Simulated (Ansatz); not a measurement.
# Mo: a slab and its surfaces, (100), 4 layers

Aim: cut a slab of Mo (100), 4 layers from the relaxed bulk, relax it, and get surface energy and work function. Methods of the runs shown: PAW. Its runs: bulk cell relaxed (PAW); bulk in the slab's orientation (PAW); the reference run (PAW); atoms relaxed (PAW); vacuum of 11 Å (PAW); spin-orbit coupling on (PAW); core holes in 3d of Mo (PAW).

Computed with Ansatz 0.2.0 (DFT PBE, with the methods named in each step, unless a step's input says otherwise).

1 further run of the same task is left out (it didn't finish).

## 1. The system as given

Symmetry: Im-3m, No. 229, cubic system. Conventional cell: a = 3.163 Å, b = 3.163 Å, c = 3.163 Å, α = 90.00°, β = 90.00°, γ = 90.00°. Around Mo (site symmetry m-3m) lie 8 Mo at 2.74 Å.

Structure file:

```
Mo
1.0
    -1.58139    1.58139    1.58139
     1.58139   -1.58139    1.58139
     1.58139    1.58139   -1.58139
Mo
1
Direct
  0.00000 0.00000 0.00000
```

## 2. Bulk cell relaxed, PAW

input.yaml reads:

```yaml
crystal:
  lattice:
    - [-1.5813925127, 1.5813925127, 1.5813925127]
    - [1.5813925127, -1.5813925127, 1.5813925127]
    - [1.5813925127, 1.5813925127, -1.5813925127]
  atoms:
    - { symbol: Mo, position: [0.0, 0.0, 0.0] }
kpoints:
  mp_grid: { grid: [19, 19, 19] }
scf:
  occupations: { method: fermi_dirac, width: 0.08 }
hamiltonian:
  xc: pbe
  pseudopotentials: { kind: paw }
output:
  forces: true
  stress: true
relax:
  f_tol: 0.005
  max_steps: 40
  cell: {}
```

The run is started by

```
$ ansatz run input.yaml --threads 1 --pin off --max-ram 3584MiB --backend cpu --events-out ev --progress --plain --runs-dir out
```

Further steps of the session: Bulk in the slab's orientation, PAW; Slab as cut, PAW; Atoms relaxed, PAW; Vacuum of 11 Å, PAW; Spin-orbit coupling on, PAW; Core holes in 3d of Mo, PAW.

Before running it: what results should come out? Wanted: surface energy; work function; outer layer spacing; core-level shifts among the layers.

As calculated:

| quantity | value |
| --- | --- |
| surface energy (PAW, relaxed) | 3.19 J/m² |
| work function (PAW, relaxed) | 3.84 eV |
| outer layer spacing (PAW) | 1.58 → 1.34 Å |
| core-level shifts among the layers (PAW holes) | Mo1 +0.00, Mo2 +0.49 eV |

**Reading.** By PAW the surface costs 3.52 J/m² as cut and 3.19 J/m² relaxed. The outermost spacing changes by -14.9 % (PAW). Vacuum of 11 Å moves the work function by less than 0.01 eV (PAW). Spin-orbit coupling on moves the work function by less than 0.01 eV (PAW). Thickness wasn't converged, and no reconstruction was sought. The program warned that the vacuum holds more density than its bound, so energies and levels may be slightly off.
